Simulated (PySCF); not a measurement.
# KI (Potassium Iodide) at HF/def2-SVP (density fitting with def2-universal-jkfit, core potential)

Aim: the energy change on altering one bond length of KI (Potassium Iodide) at HF/def2-SVP (density fitting with def2-universal-jkfit, core potential), from 2 runs. The job is set up through a Python script.

The results are computed with PySCF 2.14.0.

3 further runs of the same task are left out: 2 for a known fault of the program, 1 set aside as unsound or not needed.

### 1 The molecule

KI has 2 atoms, charge 0, and is taken as a singlet. SMILES: `[K][I]`. The bond length is the measured one.

Bond lengths: K1–I2 3.048 Å.

### 2 Energy and forces at HF/def2-SVP (density fitting with def2-universal-jkfit, core potential)

File start.xyz:

```xyz
2

K      0.000000     0.000000     0.000000
I      0.000000     0.000000     3.047844
```

File job.py:

```python
import pyscf.grad
from pyscf import gto, scf

mol = gto.M(
    atom='start.xyz',
    basis='def2-svp',
    verbose=4,
    max_memory=1860,
    spin=0,
    charge=0,
    ecp={'I': 'def2-svp'},
)

hf = scf.RHF(mol)
hf = hf.density_fit(auxbasis='def2-universal-jkfit')
hf.kernel()

etot = hf.e_tot
print('E(%s) = %.9f' % ('HF', etot))
grad = hf.Gradients().kernel()
```

Launch:

```sh
$ OMP_NUM_THREADS=1 python job.py
```

The program printed:

```text
PySCF version 2.14.0

[INPUT] num. atoms = 2
[INPUT] num. electrons = 44
[INPUT] charge = 0
[INPUT] spin (= nelec alpha-beta = 2S) = 0
[INPUT] symmetry False subgroup None
[INPUT] Mole.unit = angstrom
[INPUT] Symbol           X                Y                Z      unit          X                Y                Z       unit  Magmom
[INPUT]  1 K      0.000000000000   0.000000000000   0.000000000000 AA    0.000000000000   0.000000000000   0.000000000000 Bohr   0.0
[INPUT]  2 I      0.000000000000   0.000000000000   3.047844000000 AA    0.000000000000   0.000000000000   5.759590430399 Bohr   0.0

nuclear repulsion = 82.4711419570687
number of shells = 20
number of NR pGTOs = 112
number of NR cGTOs = 50
basis = def2-svp
ecp = {'I': 'def2-svp'}

******** <class 'pyscf.df.df_jk.DFRHF'> ********
method = DFRHF
initial guess = minao
damping factor = 0
level_shift factor = 0
DIIS = <class 'pyscf.scf.diis.CDIIS'>
diis_start_cycle = 1
diis_space = 8
diis_damp = 0
SCF conv_tol = 1e-09
SCF conv_tol_grad = None
SCF max_cycles = 50
direct_scf = False
Set gradient conv threshold to 3.16228e-05
Initial guess from minao.
******** <class 'pyscf.df.df.DF'> ********
auxbasis = def2-universal-jkfit
init E= -863.643649575842
  HOMO = -1.19967055552286  LUMO = -0.350574120657988  gap/eV = 23.10509
cycle= 1 E= -894.846127747022  delta_E= -31.2  |g|= 2.16  |ddm|= 7.46
  HOMO = -0.0128867093111081  LUMO = -0.0105807279098761  gap/eV = 0.06275
cycle= 2 E= -895.217129021456  delta_E= -0.371  |g|= 1.26  |ddm|= 5.15
  HOMO = -0.340949632788629  LUMO = -0.0252904250815931  gap/eV = 8.58952
cycle= 3 E= -895.794764041346  delta_E= -0.578  |g|= 0.261  |ddm|= 2.21
  HOMO = -0.28219660244901  LUMO = -0.0168879251575618  gap/eV = 7.21942
cycle= 4 E= -895.821593995769  delta_E= -0.0268  |g|= 0.0401  |ddm|= 0.53
  HOMO = -0.2786641287533  LUMO = -0.0109211667827793  gap/eV = 7.28566
cycle= 5 E= -895.822892973144  delta_E= -0.0013  |g|= 0.00863  |ddm|= 0.118
  HOMO = -0.281290835198435  LUMO = -0.0111593680047761  gap/eV = 7.35065
cycle= 6 E= -895.822979146562  delta_E= -8.62e-05  |g|= 0.00259  |ddm|= 0.0264
  HOMO = -0.281323977082326  LUMO = -0.0111922342807205  gap/eV = 7.35066
cycle= 7 E= -895.822991142988  delta_E= -1.2e-05  |g|= 0.000714  |ddm|= 0.0127
  HOMO = -0.28095212878778  LUMO = -0.0112521563920893  gap/eV = 7.33891
cycle= 8 E= -895.82299211189  delta_E= -9.69e-07  |g|= 0.000164  |ddm|= 0.00475
  HOMO = -0.280990471649221  LUMO = -0.0112645667991913  gap/eV = 7.33962
cycle= 9 E= -895.8229921518  delta_E= -3.99e-08  |g|= 3.91e-05  |ddm|= 0.00117
  HOMO = -0.280973939660576  LUMO = -0.0112645708903472  gap/eV = 7.33917
cycle= 10 E= -895.82299215304  delta_E= -1.24e-09  |g|= 3.59e-06  |ddm|= 0.000145
  HOMO = -0.280973781062761  LUMO = -0.0112644024353301  gap/eV = 7.33917
cycle= 11 E= -895.822992153054  delta_E= -1.46e-11  |g|= 5.52e-07  |ddm|= 2.05e-05
  HOMO = -0.280973684001625  LUMO = -0.0112643812142252  gap/eV = 7.33916
Extra cycle  E= -895.822992153054  delta_E= 9.09e-13  |g|= 2.16e-07  |ddm|= 1.52e-06
converged SCF energy = -895.822992153054
E(HF) = -895.822992153

******** <class 'pyscf.df.grad.rhf.Gradients'> for <class 'pyscf.df.df_jk.DFRHF'> ********
unit = Eh/Bohr
--------------- DFRHF gradients ---------------
         x                y                z
0 K    -0.0000000000    -0.0000000000     0.0078823470
1 I     0.0000000000     0.0000000000    -0.0078823470
----------------------------------------------
```

Wall time 1.8 s (1 thread of Arm Neoverse V1, shared host); peak memory 0.15 GiB.

### 3 The distorted shape at the same level

File geometry.xyz:

```xyz
2
IK
K      0.000000     0.000000    -3.047844
I      0.000000     0.000000     3.047844
```

File run.py:

```python
import pyscf.grad
from pyscf import gto, scf

mol = gto.Mole()
mol.atom = 'geometry.xyz'
mol.ecp = {'I': 'def2-svp'}
mol.verbose = 4
mol.basis = 'def2-svp'
mol.max_memory = 1860
mol.build()

calc0 = scf.RHF(mol)
calc0 = calc0.density_fit(auxbasis='def2-universal-jkfit')
calc0.kernel()

e_final = calc0.e_tot
print('Final energy', e_final)
grad = calc0.Gradients().kernel()
```

Launch:

```sh
$ OMP_NUM_THREADS=1 python run.py
```

The program printed:

```text
PySCF version 2.14.0

[INPUT] num. atoms = 2
[INPUT] num. electrons = 44
[INPUT] charge = 0
[INPUT] spin (= nelec alpha-beta = 2S) = 0
[INPUT] symmetry False subgroup None
[INPUT] Mole.unit = angstrom
[INPUT] Symbol           X                Y                Z      unit          X                Y                Z       unit  Magmom
[INPUT]  1 K      0.000000000000   0.000000000000  -3.047844000000 AA    0.000000000000   0.000000000000  -5.759590430399 Bohr   0.0
[INPUT]  2 I      0.000000000000   0.000000000000   3.047844000000 AA    0.000000000000   0.000000000000   5.759590430399 Bohr   0.0

nuclear repulsion = 41.2355709785343
number of shells = 20
number of NR pGTOs = 112
number of NR cGTOs = 50
basis = def2-svp
ecp = {'I': 'def2-svp'}

******** <class 'pyscf.df.df_jk.DFRHF'> ********
method = DFRHF
initial guess = minao
damping factor = 0
level_shift factor = 0
DIIS = <class 'pyscf.scf.diis.CDIIS'>
diis_start_cycle = 1
diis_space = 8
diis_damp = 0
SCF conv_tol = 1e-09
SCF conv_tol_grad = None
SCF max_cycles = 50
direct_scf = False
Set gradient conv threshold to 3.16228e-05
Initial guess from minao.
******** <class 'pyscf.df.df.DF'> ********
auxbasis = def2-universal-jkfit
init E= -863.630132327781
  HOMO = -1.0984241574739  LUMO = -0.268391399783805  gap/eV = 22.58634
cycle= 1 E= -894.77644139594  delta_E= -31.1  |g|= 2.13  |ddm|= 7.34
  HOMO = -0.000225084177654382  LUMO = 0.01441329558862  gap/eV = 0.39833
cycle= 2 E= -889.96978130191  delta_E= 4.81  |g|= 1.58  |ddm|= 6.31
  HOMO = -0.633429649878114  LUMO = -0.138541001964342  gap/eV = 13.46661
cycle= 3 E= -895.413538872906  delta_E= -5.44  |g|= 0.909  |ddm|= 5.38
  HOMO = -0.442262624497251  LUMO = -0.00154295108333002  gap/eV = 11.99259
cycle= 4 E= -895.67959094733  delta_E= -0.266  |g|= 0.39  |ddm|= 1.37
  HOMO = -0.170484679551167  LUMO = -0.0686582536761122  gap/eV = 2.77084
cycle= 5 E= -895.745521130713  delta_E= -0.0659  |g|= 0.0363  |ddm|= 1.08
  HOMO = -0.188344103974408  LUMO = -0.0648252351581178  gap/eV = 3.36112
cycle= 6 E= -895.746304067219  delta_E= -0.000783  |g|= 0.00997  |ddm|= 0.0873
  HOMO = -0.195351232813439  LUMO = -0.0624336405157209  gap/eV = 3.61687
cycle= 7 E= -895.746493247407  delta_E= -0.000189  |g|= 0.0037  |ddm|= 0.0487
  HOMO = -0.196195119583486  LUMO = -0.0622259046254712  gap/eV = 3.64549
cycle= 8 E= -895.746555717423  delta_E= -6.25e-05  |g|= 0.00149  |ddm|= 0.0355
  HOMO = -0.197021029575257  LUMO = -0.0619073688449348  gap/eV = 3.67663
cycle= 9 E= -895.746565596186  delta_E= -9.88e-06  |g|= 0.00032  |ddm|= 0.0199
  HOMO = -0.197182274601182  LUMO = -0.0618513075683396  gap/eV = 3.68254
cycle= 10 E= -895.746565869657  delta_E= -2.73e-07  |g|= 3.55e-05  |ddm|= 0.00367
  HOMO = -0.197191205869419  LUMO = -0.0618500735440008  gap/eV = 3.68282
cycle= 11 E= -895.746565877478  delta_E= -7.82e-09  |g|= 6.8e-06  |ddm|= 0.000632
  HOMO = -0.197191914075216  LUMO = -0.0618499958906398  gap/eV = 3.68284
cycle= 12 E= -895.746565877674  delta_E= -1.96e-10  |g|= 9.27e-07  |ddm|= 8.78e-05
  HOMO = -0.197192177825447  LUMO = -0.0618499800151753  gap/eV = 3.68285
Extra cycle  E= -895.746565877676  delta_E= -2.5e-12  |g|= 4.39e-07  |ddm|= 5.88e-06
converged SCF energy = -895.746565877676
Final energy -895.7465658776761

******** <class 'pyscf.df.grad.rhf.Gradients'> for <class 'pyscf.df.df_jk.DFRHF'> ********
unit = Eh/Bohr
--------------- DFRHF gradients ---------------
         x                y                z
0 K    -0.0000000000    -0.0000000000    -0.0094641194
1 I    -0.0000000000    -0.0000000000     0.0094641194
----------------------------------------------
```

Run time: 1.6 s. Hardware: 1 thread of Arm Neoverse V1, shared host; peak memory 0.15 GiB.

### 4 Results

Level: HF/def2-SVP (density fitting with def2-universal-jkfit, core potential).

| quantity | value |
| --- | --- |
| first shape: total energy | -895.82299 Eh |
| first shape: dipole moment | 11.64 D |
| first shape: HOMO energy | -7.65 eV |
| first shape: LUMO energy | -0.31 eV |
| first shape: HOMO–LUMO gap | 7.34 eV |
| first shape: largest force on an atom | 0.405 eV/Å |
| distorted shape: total energy | -895.74657 Eh |
| distorted shape: dipole moment | 27.74 D |
| distorted shape: HOMO energy | -5.37 eV |
| distorted shape: LUMO energy | -1.68 eV |
| distorted shape: HOMO–LUMO gap | 3.68 eV |
| distorted shape: largest force on an atom | 0.487 eV/Å |
| energy change with the K1–I2 bond stretched from 3.048 to 6.096 Å | 2.080 eV |

In words: With the K1–I2 bond stretched from 3.048 to 6.096 Å the energy rises by 2.08 eV (48 kcal/mol). The first shape isn't relaxed at this level, so the change isn't measured from a minimum. The largest force (first shape) is 0.41 eV/Å: the shape isn't a stationary point for this species at this level.
